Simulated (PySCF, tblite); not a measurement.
# C₃H₁₃BO₂Si₃: geometry, infrared bands and NMR shifts

What infrared bands and NMR shifts should C₃H₁₃BO₂Si₃ (`C[C@@H]1C[SiH2]O[Si@H]1BO[SiH3]`) show?

Programs: tblite 0.8.0 and PySCF 2.14.0, with density-fitted response routines of our own. Each step states its level of theory. These are calculated values for one molecule in the gas phase, unless marked as measured. Atoms are numbered from 0 throughout.

### Step 1. The molecule as given

22 atoms, charge 0, multiplicity 1; geometry from: force field or distance geometry start.

Bonds of the start (Å): C0–C1 1.52, C1–C2 1.51, C2–Si3 1.87, Si3–O4 1.71, O4–Si5 1.72, Si5–B6 1.95, B6–O7 1.47, O7–Si8 1.72, Si5–C1 1.86, C0–H9 1.12, C0–H10 1.12, C0–H11 1.10, C1–H12 1.13, C2–H13 1.12, C2–H14 1.11, Si3–H15 1.47, Si3–H16 1.48, Si5–H17 1.47, B6–H18 1.18, Si8–H19 1.48, Si8–H20 1.46, Si8–H21 1.47.

### Step 2. Geometry optimisation with GFN2-xTB

Job settings and geometry (Å):

```
{"job": {"kind": "relax", "xc": "GFN2-xTB", "basis": "xTB"}, "charge": 0, "multiplicity": 1}
C     -1.647200    -1.835600    -0.898700
C     -1.000000    -0.662100    -0.173400
C     -2.002600     0.277600     0.454900
Si    -1.143600     1.933600     0.567000
O     -0.010900     1.996100    -0.709100
Si     0.032700     0.385200    -1.319300
B      1.870700    -0.259000    -1.329600
O      2.966700     0.603500    -0.863300
Si     3.179800     0.231100     0.802600
H     -2.280300    -2.422300    -0.184500
H     -2.306600    -1.468000    -1.724800
H     -0.881500    -2.505900    -1.320100
H     -0.336800    -1.061000     0.646800
H     -2.892500     0.405800    -0.212300
H     -2.341100    -0.062600     1.454800
H     -2.114100     3.028200     0.484900
H     -0.416100     2.000600     1.855500
H     -0.526000     0.353600    -2.674900
H      2.102600    -1.340700    -1.734800
H      1.947000     0.533900     1.555100
H      3.526500    -1.177700     0.974600
H      4.262700     1.065200     1.340900
```

Started as:

```sh
$ OMP_NUM_THREADS=1 python probes_run.py task.json out
```

The driver reads the jobs from task.json and runs them one after another.

Output:

```text
step      E/eV     max force
  0    -754.84473    3.664
  1    -755.35744    2.306
  2    -755.60501    1.400
  3    -755.68420    1.062
  4    -755.79766    0.625
  5    -755.83175    0.537
  6    -755.89572    0.469
  7    -755.92290    0.372
  8    -755.95582    0.445
  9    -755.97881    0.397
 10    -756.01012    0.454
 11    -756.04536    0.433
 12    -756.08496    0.443
 13    -756.11807    0.408
 14    -756.14201    0.387
 15    -756.16495    0.350
 16    -756.19292    0.335
 17    -756.22140    0.410
 18    -756.24753    0.351
 19    -756.27081    0.339
 20    -756.28810    0.276
 21    -756.30072    0.409
 22    -756.31064    0.224
 23    -756.31950    0.175
 24    -756.32744    0.166
 25    -756.33096    0.151
 26    -756.33785    0.174
 27    -756.34223    0.184
 28    -756.34625    0.140
 29    -756.34913    0.180
 30    -756.35168    0.127
 31    -756.35384    0.096
 32    -756.35563    0.092
 33    -756.35701    0.098
 34    -756.35877    0.123
 35    -756.36115    0.105
 36    -756.36370    0.109
 37    -756.36550    0.092
 38    -756.36678    0.094
 39    -756.36811    0.124
 40    -756.36999    0.132
 41    -756.37173    0.087
 42    -756.37280    0.065
 43    -756.37353    0.065
 44    -756.37432    0.074
 45    -756.37516    0.069
 46    -756.37591    0.051
 47    -756.37653    0.045
 48    -756.37720    0.065
 49    -756.37804    0.075
 50    -756.37888    0.062
 51    -756.37955    0.046
 52    -756.38011    0.046
 53    -756.38070    0.059
 54    -756.38126    0.049
 55    -756.38164    0.040
 56    -756.38190    0.032
 57    -756.38215    0.037
 58    -756.38249    0.050
 59    -756.38285    0.048
 60    -756.38314    0.039
 61    -756.38336    0.040
 62    -756.38362    0.035
 63    -756.38395    0.045
 64    -756.38426    0.039
 65    -756.38444    0.022
 66    -756.38453    0.019
 67    -756.38459    0.018
 68    -756.38466    0.019
 69    -756.38472    0.017
 70    -756.38478    0.016
 71    -756.38482    0.015
 72    -756.38485    0.014
 73    -756.38489    0.012
 74    -756.38492    0.014
 75    -756.38496    0.013
 76    -756.38499    0.012
 77    -756.38501    0.012
 78    -756.38504    0.014
 79    -756.38507    0.016
 80    -756.38511    0.013
 81    -756.38514    0.014
 82    -756.38517    0.012
 83    -756.38519    0.011
 84    -756.38523    0.014
 85    -756.38527    0.016
 86    -756.38530    0.015
 87    -756.38533    0.014
 88    -756.38536    0.010
 89    -756.38538    0.010
 90    -756.38540    0.009
```

It took 1.9 s on 1 thread of Intel Xeon Platinum 8259CL at 2.50GHz, shared host; peak memory 0.18 GiB.

Along the way: (not every step is listed)

```csv
step,energy from step 0 (eV),largest force (eV/Å)
0,0.0000,3.6639
1,-0.5127,2.3064
2,-0.7603,1.4000
3,-0.8395,1.0617
4,-0.9529,0.6253
5,-0.9870,0.5370
6,-1.0510,0.4687
7,-1.0782,0.3719
8,-1.1111,0.4453
15,-1.3202,0.3500
22,-1.4659,0.2244
29,-1.5044,0.1795
36,-1.5190,0.1091
43,-1.5288,0.0654
50,-1.5341,0.0616
57,-1.5374,0.0371
64,-1.5395,0.0394
71,-1.5401,0.0154
78,-1.5403,0.0139
85,-1.5405,0.0157
86,-1.5406,0.0151
87,-1.5406,0.0142
88,-1.5406,0.0098
89,-1.5407,0.0098
90,-1.5407,0.0088
```

Close pairs (by a distance rule), those that changed most:

```csv
bond,before (Å),after (Å),change (Å)
B6–O7,1.471,1.315,-0.155
O7–Si8,1.720,1.618,-0.102
Si3–O4,1.707,1.635,-0.073
C1–Si5,1.865,1.932,+0.067
O4–Si5,1.723,1.658,-0.065
C2–Si3,1.869,1.903,+0.034
C0–H10,1.119,1.088,-0.031
C0–H9,1.120,1.090,-0.030
```

The end geometry stands in the next job.

### Step 3. Infrared spectrum with GFN2-xTB

Job settings and geometry (Å):

```
{"job": {"kind": "ir", "xc": "GFN2-xTB", "basis": "xTB"}, "charge": 0, "multiplicity": 1}
C     -1.754710    -1.894352    -0.857592
C     -1.042030    -0.711635    -0.210226
C     -2.034193     0.272821     0.430404
Si    -1.131549     1.934816     0.637428
O      0.010231     1.746209    -0.517239
Si     0.099101     0.328199    -1.371571
B      1.972346    -0.240047    -1.518756
O      2.816684    -0.154577    -0.513667
Si     3.202467     0.211266     1.014529
H     -2.375646    -2.420374    -0.132093
H     -2.394904    -1.555689    -1.669573
H     -1.033439    -2.600301    -1.265976
H     -0.407893    -1.107528     0.594967
H     -2.877947     0.407153    -0.250284
H     -2.444595    -0.137930     1.353807
H     -1.925452     3.101355     0.269626
H     -0.427440     2.085012     1.910065
H     -0.671756     0.602508    -2.601927
H      2.403954    -0.698443    -2.522965
H      2.074112     0.712344     1.801131
H      3.673941    -1.072915     1.537674
H      4.258308     1.211492     0.874523
```

Output:

```text
mode    cm-1     km/mol
  1       6.2      0.30
  2      51.8      0.13
  3      68.3      0.10
  4      85.9      2.71
  5     100.1      0.33
  6     112.4      1.01
  7     164.8      6.73
  8     205.7      0.43
  9     226.3      0.08
 10     244.9      0.08
 11     330.6      2.56
 12     347.1      3.25
 13     379.6     12.94
 14     413.9     14.62
 15     477.6     45.81
 16     563.9     68.37
 17     578.0     48.46
 18     588.8     59.15
 19     603.1     40.08
 20     624.1     34.89
 21     634.8     79.90
 22     658.2     57.06
 23     675.0     73.89
 24     725.2    180.12
 25     744.9     63.46
 26     747.7    223.65
 27     766.2    101.86
 28     775.9    186.05
 29     785.3     14.88
 30     791.7    209.75
 31     810.9    153.31
 32     826.8    423.02
 33     908.4    381.14
 34     948.0     16.67
 35     998.3      8.76
 36    1068.4     31.94
 37    1105.6      6.22
 38    1116.4     47.51
 39    1123.9     14.36
 40    1238.3      4.66
 41    1269.8      1.26
 42    1312.7      3.57
 43    1403.2    392.88
 44    1413.2      1.11
 45    1486.6      1.40
 46    1506.7      1.48
 47    1510.5      2.08
 48    2142.6    406.45
 49    2239.4    471.15
 50    2256.3    198.09
 51    2261.7    370.60
 52    2283.4    155.04
 53    2297.9    279.19
 54    2494.5    237.11
 55    2879.9     63.49
 56    2957.1     55.08
 57    2978.2     25.19
 58    2996.3     55.95
 59    3015.1     50.08
 60    3027.4     30.93
```

Wall time 2.5 s (1 thread of Intel Xeon Platinum 8259CL at 2.50GHz, shared host); peak memory 0.18 GiB.

The strongest bands and the atoms that carry them (share of the mass-weighted mode):

```csv
cm⁻¹,km/mol,atoms
827,423.0,"H20 25 %, H21 19 %, H19 19 %, Si8 13 %"
908,381.1,"O4 70 %, Si3 12 %"
1403,392.9,"O7 49 %, B6 48 %"
2143,406.4,H17 97 %
2239,471.1,"H19 50 %, H20 37 %"
2262,370.6,"H19 34 %, H16 32 %, H20 21 %"
2298,279.2,H15 91 %
2494,237.1,H18 92 %
```

### Step 4. Nuclear shieldings: PBE0/pcSseg-1

Settings changed since step 3:

```diff
@@ -1,2 +1,2 @@
-{"job": {"kind": "ir", "xc": "GFN2-xTB", "basis": "xTB"}, "charge": 0, "multiplicity": 1}
+{"job": {"kind": "nmr", "xc": "PBE0", "basis": "pcSseg-1"}, "charge": 0, "multiplicity": 1}
 C     -1.754710    -1.894352    -0.857592
```

Level: GIAO PBE0/pcSseg-1 NMR shielding, non-relativistic, gas phase.

Output:

```text
coarse grid: 19448 points
cycle   1  E = -1164.9934186835  dE =  1.049e+00  |g| = 1.049e+00  |ddm| = 4.257e+00
cycle   2  E = -1164.6025464673  dE =  3.909e-01  |g| = 1.762e+00  |ddm| = 2.570e+00
cycle   3  E = -1165.1942012042  dE = -5.917e-01  |g| = 1.469e-01  |ddm| = 1.903e+00
cycle   4  E = -1165.1978913330  dE = -3.690e-03  |g| = 7.121e-02  |ddm| = 1.901e-01
cycle   5  E = -1165.1991413352  dE = -1.250e-03  |g| = 1.511e-02  |ddm| = 7.827e-02
cycle   6  E = -1165.1991970073  dE = -5.567e-05  |g| = 3.685e-03  |ddm| = 1.930e-02
cycle   7  E = -1165.1992000942  dE = -3.087e-06  |g| = 1.014e-03  |ddm| = 3.717e-03
final grid: 172864 points
cycle   8  E = -1165.2708343070  dE = -3.681e-05  |g| = 1.214e-02  |ddm| = 2.992e-02
cycle   9  E = -1165.2707930493  dE =  4.126e-05  |g| = 1.906e-02  |ddm| = 2.233e-02
cycle  10  E = -1165.2708631890  dE = -7.014e-05  |g| = 1.408e-03  |ddm| = 1.482e-02
cycle  11  E = -1165.2708636252  dE = -4.362e-07  |g| = 2.598e-04  |ddm| = 1.507e-03
cycle  12  E = -1165.2708636395  dE = -1.434e-08  |g| = 9.047e-05  |ddm| = 3.485e-04
cycle  13  E = -1165.2708636415  dE = -1.993e-09  |g| = 2.948e-05  |ddm| = 1.238e-04
cycle  14  E = -1165.2708636417  dE = -1.992e-10  |g| = 6.537e-06  |ddm| = 3.132e-05
converged SCF energy = -1165.2708636417

GIAO shielding tensors (ppm)
atom      isotropic    diamagn.    paramagn.     s11        s22        s33       span
  0 C      166.120     245.730     -79.610    150.928    160.820    186.612     35.684
  1 C      161.421     255.815     -94.395    146.166    162.849    175.246     29.080
  2 C      164.099     255.032     -90.933    139.473    163.424    189.401     49.928
  3 Si     351.335     881.458    -530.123    281.596    351.906    420.503    138.907
  4 O      305.006     403.435     -98.429    225.061    320.463    369.494    144.432
  5 Si     353.890     883.420    -529.530    325.180    336.492    399.998     74.819
  6 B       38.539     197.769    -159.230    -38.833     47.924    106.526    145.359
  7 O      110.909     395.006    -284.098   -148.670     61.958    419.438    568.109
  8 Si     387.586     880.307    -492.721    346.754    362.323    453.681    106.927
  9 H       30.139      29.942       0.197     25.757     27.692     36.968     11.211
 10 H       30.709      30.633       0.076     26.670     28.799     36.657      9.987
 11 H       30.448      30.435       0.013     25.244     28.330     37.770     12.525
 12 H       30.448      37.710      -7.262     26.848     28.495     36.000      9.152
 13 H       30.875      32.879      -2.004     26.405     29.260     36.959     10.554
 14 H       30.471      32.614      -2.143     26.447     27.788     37.180     10.733
 15 H       26.498      29.404      -2.906     23.011     24.001     32.484      9.472
 16 H       26.552      30.969      -4.416     22.728     24.782     32.147      9.419
 17 H       26.929      31.365      -4.436     23.088     25.092     32.609      9.521
 18 H       25.165      28.718      -3.553     22.553     24.586     28.356      5.803
 19 H       26.202      32.389      -6.187     22.109     27.392     29.105      6.995
 20 H       26.354      29.559      -3.204     23.588     24.639     30.836      7.247
 21 H       26.305      28.399      -2.094     23.401     24.500     31.015      7.614
```

Wall time 77 s (1 thread of Intel Xeon Platinum 8259CL at 2.50GHz, shared host); peak memory 1.2 GiB.

The references, computed at this level on geometries of the same kind, shield at (ppm): ¹H TMS 31.72, ¹³C TMS 186.9, ²⁹Si TMS 349.2, ¹⁷O H2O 336.1, ¹¹B BF3·OEt2 100.1. Their shielding less the atom's gives the shift. The references are single molecules in the gas phase, so shifts against H2O, NH3, PH3, H3PO4 or CFCl3 are not on the usual liquid scales and can be off by tens of ppm. Atoms listed in one row are averaged.

```csv
atoms,environment,σ (ppm),δ (ppm),δ scaled to CDCl3
C1,sp3 CH bonded to Si,161.4,25.5,23.0
C2,sp3 CH2 bonded to Si,164.1,22.8,20.4
C0,methyl carbon,166.1,20.8,18.4
H18,"hydrogen on a boron bonded to O, Si",25.16,6.55,–
"H19, H20, H21",hydrogen on a silicon bonded to O,26.29,5.43,–
H15,"hydrogen on a silicon bonded to C, O, in a 5-membered ring",26.50,5.22,–
H16,"hydrogen on a silicon bonded to C, O, in a 5-membered ring",26.55,5.16,–
H17,"hydrogen on a silicon bonded to C, B, O, in a 5-membered ring",26.93,4.79,–
"H9, H10, H11",hydrogen on a methyl carbon,30.43,1.29,1.32
H12,hydrogen on an sp3 CH bonded to Si,30.45,1.27,1.30
H14,hydrogen on an sp3 CH2 bonded to Si,30.47,1.25,1.28
H13,hydrogen on an sp3 CH2 bonded to Si,30.87,0.84,0.90
Si3,"silicon bonded to C, O, 2 H, in a 5-membered ring",351.3,-2.2,–
Si5,"silicon bonded to C, B, O, H, in a 5-membered ring",353.9,-4.7,–
Si8,"silicon bonded to O, 3 H",387.6,-38.4,–
O7,"oxygen bonded to B, Si",110.9,225.2,–
O4,"oxygen bonded to 2 Si, in a 5-membered ring",305.0,31.1,–
B6,"boron bonded to O, Si, H",38.5,61.5,–
```

The scaled column applies a straight-line fit of computed shieldings to shifts measured in CDCl3 (root-mean-square error 0.16 ppm for H, 1.9 ppm for C).

Charges from the same density, by scheme (e):

```csv
atoms,Mulliken,IAO,Hirshfeld,ESP fit
C0,-0.20,-0.41,-0.12,-0.61
C1,-0.64,-0.36,-0.11,0.29
C2,-0.50,-0.56,-0.16,-0.45
Si3,0.86,1.00,0.40,0.56
O4,-0.76,-0.89,-0.32,-0.44
Si5,0.82,0.93,0.34,0.24
B6,0.17,0.01,0.12,0.44
O7,-0.56,-0.58,-0.22,-0.41
Si8,0.70,0.89,0.42,0.52
```

Mayer bond orders: C0–C1 1.04, C1–C2 1.00, C2–Si3 0.91, Si3–O4 0.95, O4–Si5 0.86, Si5–B6 0.95, B6–O7 1.18, O7–Si8 0.89, Si5–C1 0.84.

Ring of atoms C1, C2, Si3, O4, Si5: NICS(0) -5.4, NICS(1) -3.0, NICS(1)zz -2.9 ppm (means of both faces).

### Step 5. Results

```
                                                              quantity                                                     value
                             strongest single infrared mode (GFN2-xTB)                                     2239 cm⁻¹, 471 km/mol
                                          zero-point energy (GFN2-xTB)                                             96.3 kcal/mol
                                ¹³C shifts against TMS (PBE0/pcSseg-1)                                      25.5, 22.8, 20.8 ppm
¹H shifts against TMS (PBE0/pcSseg-1, means over atoms taken as alike)  6.55, 5.43, 5.22, 5.16, 4.79, 1.29, 1.27, 1.25, 0.84 ppm
                               ²⁹Si shifts against TMS (PBE0/pcSseg-1)                                     -2.2, -4.7, -38.4 ppm
                                ¹⁷O shifts against H2O (PBE0/pcSseg-1)                                           225.2, 31.1 ppm
                           ¹¹B shifts against BF3·OEt2 (PBE0/pcSseg-1)                                                  61.5 ppm
```

The optimisation took 90 steps and gained 1.541 eV; among the close pairs (by a distance rule), B6–O7 changed most, from 1.471 to 1.315 Å. No mode is imaginary among the 60: a minimum at this level. The strongest single mode, at 2239 cm⁻¹, moves mainly H19 and H20. Unscaled tight-binding wavenumbers are off by several per cent, some by more. Its intensities can rank the bands wrongly. At PBE0/pcSseg-1: Shielding is most anisotropic at O7 (span 568 ppm, paramagnetic term -284 ppm).
